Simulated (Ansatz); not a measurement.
# WS2: the cost of one run

Method: DFT LDA, scalar-relativistic, plane waves, PAW, in Ansatz 0.2.0.

The COD entry's cell or inner coordinates are ideal or old and differ from later refinements, so a difference from it is no clean test against experiment.

1 further run of the same task is left out (set aside as unsound or not needed). Runs told in other sessions of the task aren't counted.

## 1. The starting structure

It takes space group P6_3/mmc (No. 194, hexagonal). Conventional cell: a = 3.127 Å, b = 3.127 Å, c = 12.152 Å, α = 90.00°, β = 90.00°, γ = 120.00°. W (site symmetry -6m2) is surrounded by 6 S at 2.39 Å. S (site symmetry 3m) is surrounded by 3 W at 2.39 Å.

As a file:

```
CELL_PARAMETERS angstrom
3.12659 0.00000 0.00000
-1.56330 2.70771 0.00000
0.00000 0.00000 12.15203
ATOMIC_POSITIONS crystal
W 0.33333 0.66667 0.25000
W 0.66667 0.33333 0.75000
S 0.33333 0.66667 0.62143
S 0.66667 0.33333 0.12143
S 0.33333 0.66667 0.87857
S 0.66667 0.33333 0.37857
```

This cell was relaxed beforehand with the same method: volume 17.15 Å³/atom, gap on the mesh 0.84 eV.

## 2. The grid

The energy is mapped over two homogeneous strains (x along [1 0 0], y along [1 2 0], z along [0 0 1] of the conventional cell).

First coordinate, engineering shear strain xz: 5 values from −14 to 14 %. Second coordinate, engineering shear strain yz: 5 values from −14 to 14 %.

Relaxed at each point: the atoms inside the fixed cell. Energies count from the relaxed crystal. Points are written as (first, second).

## 3. The run at (0 %, 0 %)

The input, input.yaml:

```yaml
crystal:
  lattice:
    - [3.126590516, 0.0, 0.0]
    - [-1.563295258, 2.7077068141, 0.0]
    - [0.0, 0.0, 12.1520250223]
  atoms:
    - { symbol: W, position: [0.3333333333, 0.6666666667, 0.25] }
    - { symbol: W, position: [0.6666666667, 0.3333333333, 0.75] }
    - { symbol: S, position: [0.3333333333, 0.6666666667, 0.6214323947] }
    - { symbol: S, position: [0.6666666667, 0.3333333333, 0.1214323947] }
    - { symbol: S, position: [0.3333333333, 0.6666666667, 0.8785676053] }
    - { symbol: S, position: [0.6666666667, 0.3333333333, 0.3785676053] }
basis:
  ecutwfc: 420
kpoints:
  mp_grid: { grid: [12, 12, 4] }
hamiltonian:
  xc: lda
  pseudopotentials: { kind: paw, azcp: { folder: soft_1 } }
scf:
  occupations: { method: gaussian, width: 0.05 }
output:
  forces: true
  stress: true
  eigenvalues: true
relax:
  adjacent_minimum: "off"
  f_tol: 0.01
  max_steps: 30
```

On the command line:

```
$ ansatz run input.yaml --threads 2 --pin off --max-ram 4096MiB --backend cpu --events-out ev --progress --plain --runs-dir out
```

**Question.** How long does this run take on 2 threads of Arm Neoverse V1, shared host, and how much memory does it need?

About 10 s, with a peak of 0.44 GiB.
